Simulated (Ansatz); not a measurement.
**C2H7MoNO2: small, medium and large basis sets**

An exercise on one series of results from a longer session: the logs are not shown, and one member is left open.

Method: one geometry, several basis sets; program: Ansatz 0.2.0, Gaussian basis.

The runs, in order: PBE0-D4/def2-SVP; ωB97M-V/def2-SVP; PBE0-D4/def2-QZVPP; ωB97M-V/def2-QZVPP; the functionals' def2-TZVPP values are taken from earlier runs.

**The relaxed structure**

An earlier PBE0-D4 in a triple-zeta def2 set relaxation fixed the geometry. Mo takes the def2 core potential; no spin-orbit term is included.

SMILES `C[N]=[Mo]([CH3])(=[O])[OH]`, 13 atoms, charge 0, spin multiplicity 1.

Atoms are counted from 1 here; the program's logs count them from 0.

Bond lengths: C1–N2 1.420 Å, C1–H7 1.096 Å, C1–H8 1.095 Å, C1–H9 1.095 Å, N2–Mo3 1.724 Å, Mo3–C4 2.112 Å, Mo3–O5 1.682 Å, Mo3–O6 1.885 Å, C4–H10 1.094 Å, C4–H11 1.091 Å, C4–H12 1.093 Å, O6–H13 0.959 Å. Angles: N2–C1–H7 111.7°, N2–C1–H8 109.7°, N2–C1–H9 110.4°, H7–C1–H8 108.5°, H7–C1–H9 108.9°, H8–C1–H9 107.6°, C1–N2–Mo3 151.0°, N2–Mo3–C4 103.3°, N2–Mo3–O5 109.1°, N2–Mo3–O6 112.0°, C4–Mo3–O5 106.8°, C4–Mo3–O6 110.1°, O5–Mo3–O6 114.7°, Mo3–C4–H10 108.6°, Mo3–C4–H11 111.2°, Mo3–C4–H12 109.4°, H10–C4–H11 109.0°, H10–C4–H12 109.7° and more.

Set-up of the first run:

File in.yaml:

```yaml
crystal:
  periodic: [false, false, false]
  atoms:
    - {symbol: C, position_ang: [-1.571463, -0.840829, 1.465624]}
    - {symbol: N, position_ang: [-0.471648, -0.211496, 0.825755]}
    - {symbol: Mo, position_ang: [0.172509, 0.837627, -0.381623]}
    - {symbol: C, position_ang: [1.274187, -0.468373, -1.623459]}
    - {symbol: O, position_ang: [-1.088759, 1.446464, -1.312509]}
    - {symbol: O, position_ang: [1.311167, 2.146323, 0.355085]}
    - {symbol: H, position_ang: [-2.523909, -0.562817, 0.999967]}
    - {symbol: H, position_ang: [-1.459376, -1.928546, 1.405758]}
    - {symbol: H, position_ang: [-1.603450, -0.569256, 2.525939]}
    - {symbol: H, position_ang: [1.711830, 0.112390, -2.441116]}
    - {symbol: H, position_ang: [0.635409, -1.247614, -2.042781]}
    - {symbol: H, position_ang: [2.069236, -0.940265, -1.040464]}
    - {symbol: H, position_ang: [1.564766, 2.191595, 1.278823]}
basis:
  gaussian: {orbitals: def2-SVP}
hamiltonian: {xc: pbe0, dispersion: d4}
output: {orbitals: {seedname: orbitals}}
```

Launch:

```sh
ansatz run in.yaml --threads 4 --pin off --events-out ev --progress --plain --max-ram 11315MiB
```

Steps of the session up to this table: PBE0-D4 in def2-SVP; ωB97M-V in def2-SVP; PBE0-D4 in def2-QZVPP; ωB97M-V in def2-QZVPP.

One of the session's tables, all rows but one given; the rest of the session is left out.

It belongs to the step «Functionals by basis». 

```
functional       basis  HOMO (eV)  LUMO (eV)
   PBE0-D4    def2-SVP      -7.53      -1.57
   PBE0-D4  def2-TZVPP      -7.55      -1.63
   PBE0-D4  def2-QZVPP      -7.57      -1.66
   ωB97M-V    def2-SVP      -9.77       0.55
   ωB97M-V  def2-TZVPP      -9.80       0.47
   ωB97M-V  def2-QZVPP          ?          ?
```

Estimate the missing values for ωB97M-V, def2-QZVPP.

The run gave: HOMO (eV): -9.83; LUMO (eV): 0.39. In the column «HOMO (eV)» it is the lowest.
